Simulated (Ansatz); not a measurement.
Crystal: Al3Pd.

```
CELL_PARAMETERS angstrom
3.94691 0.00000 0.00000
0.00000 3.94691 0.00000
0.00000 0.00000 3.94691
ATOMIC_POSITIONS crystal
Pd 0.00000 0.00000 0.00000
Al 0.50000 0.50000 0.00000
Al 0.50000 0.00000 0.50000
Al 0.00000 0.50000 0.50000
```

The cell comes from a database or a generator and needn't be the stable form of this composition.

Base run:

- Program: Ansatz 0.2.0
- Functional: PBEsol
- Potentials or basis: all-electron LAPW, non-relativistic
- Cutoff: 189 eV (chosen from the basis error)
- Basis error allowed: 0.002 eV/atom
- k mesh: 7 × 7 × 7
- Occupations: fermi-dirac, width 0.05 eV
- Spin: no spin polarisation

Its results: pressure 0.9 GPa.

Question: The run is repeated on the same cell with these changes: potentials or basis from all-electron LAPW, non-relativistic to all-electron LAPW, inner shells corrected to Dirac's equation. What comes out?

Answer: Pressure -1.9 GPa.

Caveats: relativity is left out, which matters for the heavier elements (some runs).
